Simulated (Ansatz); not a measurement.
# In (bcc type): the cost of one run

Program: Ansatz 0.2.0. Level of theory: DFT, LDA, all-electron LAPW, scalar-relativistic. These are calculated values, not measurements.

This is In in the bcc structure; at room conditions it is tetragonal.

## 1. Starting point

Symmetry: Im-3m, No. 229, cubic system. Conventional cell: a = 3.574 Å, b = 3.574 Å, c = 3.574 Å, α = 90.00°, β = 90.00°, γ = 90.00°. Around In (site symmetry m-3m) lie 8 In at 3.09 Å.

As a file:

```
In
1.0
    -1.78681    1.78681    1.78681
     1.78681   -1.78681    1.78681
     1.78681    1.78681   -1.78681
In
1
Direct
  0.00000 0.00000 0.00000
```

## 2. Bcc relaxed under pressure, LAPW

Input file input.yaml:

```yaml
crystal:
  lattice:
    - [-1.7868061207, 1.7868061207, 1.7868061207]
    - [1.7868061207, -1.7868061207, 1.7868061207]
    - [1.7868061207, 1.7868061207, -1.7868061207]
  atoms:
    - { symbol: In, position: [0.0, 0.0, 0.0] }
kpoints:
  mp_grid: { grid: [15, 15, 15] }
scf:
  occupations: { method: fermi_dirac, width: 0.05 }
hamiltonian:
  xc: lda
  pseudopotentials: { kind: all_electron, lapw: { basis_error: 0.0005 } }
output:
  forces: true
  stress: true
  eigenvalues: true
relax:
  f_tol: 0.005
  max_steps: 12
  cell: { p_target: 5.0, stress_tol: 0.03 }
```

The run is started by

```bash
$ ansatz run input.yaml --threads 1 --pin off --max-ram 3584MiB --backend cpu --events-out ev --progress --plain --runs-dir out
```

What time and memory should one allow on 1 thread of Arm Neoverse V1, shared host?

About 19 s, with a peak of 0.32 GiB.
